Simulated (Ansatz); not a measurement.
# CsNiN (P-6m2): fixed-spin-moment curve in Python

Aim: a fixed-spin-moment curve, for CsNiN (P-6m2), run from a script.

Program: Ansatz 0.2.0 through its Python package. Level of theory: DFT PBEsol, plane waves, PAW. These are calculated values, not measurements.

## 1. The system

It takes space group P-6m2 (No. 187, hexagonal). The conventional cell has a = 5.537 Å, b = 5.537 Å, c = 3.447 Å, α = 90.00°, β = 90.00°, γ = 120.00°. Cs (site symmetry -6m2) is surrounded by 3 N at 3.20 Å and 2 Cs at 3.45 Å and 6 Ni at 3.63 Å. Around Ni (site symmetry -6m2) lie 2 N at 1.72 Å. N (site symmetry -6m2) is surrounded by 2 Ni at 1.72 Å.

Input file csnin.cif:

```cif
data_CsNiN
_cell_length_a 5.536966
_cell_length_b 5.536966
_cell_length_c 3.446657
_cell_angle_alpha 90.00000
_cell_angle_beta 90.00000
_cell_angle_gamma 120.00000
_symmetry_space_group_name_H-M 'P 1'
_symmetry_Int_Tables_number 1
loop_
_symmetry_equiv_pos_as_xyz
'x, y, z'
loop_
_atom_site_label
_atom_site_type_symbol
_atom_site_fract_x
_atom_site_fract_y
_atom_site_fract_z
Cs1 Cs    0.666667    0.333333    0.500000
Ni2 Ni    0.333333    0.666667    0.000000
N3 N    0.333333    0.666667    0.500000
```

## 2. The script

Input file run_fsm.py:

```python
"""Energy of CsNiN against a locked total moment."""

import warnings

import ansatz as az
from ase.io import read
from tabulate import tabulate

SETTINGS = {
    "xc": "pbesol",
    "sigma": 0.1,
    "mesh": (6, 6, 9),
}

warnings.simplefilter("ignore", az.DeckWarning)

atoms = read("csnin.cif")
structure = az.Crystal.from_ase(atoms)

setup = (
    structure.calculation()
    .functional(SETTINGS["xc"])
    .occupations(az.OccupationsMethod.FERMI_DIRAC, width=SETTINGS["sigma"])
    .basis(19 * az.Ha)
    .kpoints(mesh=SETTINGS["mesh"])
)
# a hard lock holds the total moment, with one Fermi level a spin
rows = []
for total in [0.0, 0.4, 0.9, 1.3, 1.8]:
    r = setup.spin("collinear", total=total, lock="hard").run(threads=1, backend="cpu").report
    up, down = r["spin_fermi_energies_ev"]
    rows.append((total, r["free_energy_ev"], up - down, r["absolute_magnetization_mub"]))
reference = rows[0][1]
rows = [(m, 1000 * (e - reference), split, size) for m, e, split, size in rows]
print(tabulate(rows, headers=["total muB", "F - F(0) meV", "EF up - down eV", "absolute muB"], floatfmt=".4f", tablefmt="github"))
best = min(rows, key=lambda row: row[1])
print(f"lowest at {best[0]} muB per cell, {best[1]:.1f} meV against the first point")
```

## 3. The calls as engine input

The engine receives this input (first run):

```yaml
crystal:
  lattice:
    - [5.536966, 0.0, 0.0]
    - [-2.7684829999999985, 4.795153215890708, 0.0]
    - [0.0, 0.0, 3.446657]
  atoms:
    - { symbol: Cs, position: [0.666667, 0.333333, 0.49999999999999994] }
    - { symbol: Ni, position: [0.333333, 0.666667, 0.0] }
    - { symbol: "N", position: [0.333333, 0.666667, 0.49999999999999994] }
basis:
  ecutwfc: 517.016338673772
kpoints:
  mp_grid:
    grid: [6, 6, 9]
hamiltonian:
  xc: pbesol
magnetization:
  spin_polarized: true
  initial_magnetization: 0.0
  spin_locking:
    lock_magnetization: hard
scf:
  occupations:
    method: fermi_dirac
    width: 0.1
```

## 4. The run

Started as:

```console
python run_fsm.py
```

**Question.** At which total moment is the energy lowest, and how steeply does it rise?

The runs gave:

| quantity | value |
| --- | --- |
| runs compared | 5 |
| range of energy | 286.40 meV/atom |
| lowest point, total moment held (μB) | 0.0 |

What this shows: The lowest point lies at 0 μB a cell, the first of the scan; at 1.8 μB the energy is 859 meV above the lowest. For a metal this k-point mesh is coarse: on a finer one energies can move by several to tens of meV an atom and pressures by half a GPa or more, differences at one mesh by less. The structure comes from a database of computed cells and needn't be a stable or known phase. Only points where the Fermi levels of the two spins meet (minima, maxima and zero moment) are free solutions; a shallow minimum can lie between the points. The script silences the warnings on its input, which a real study should read.
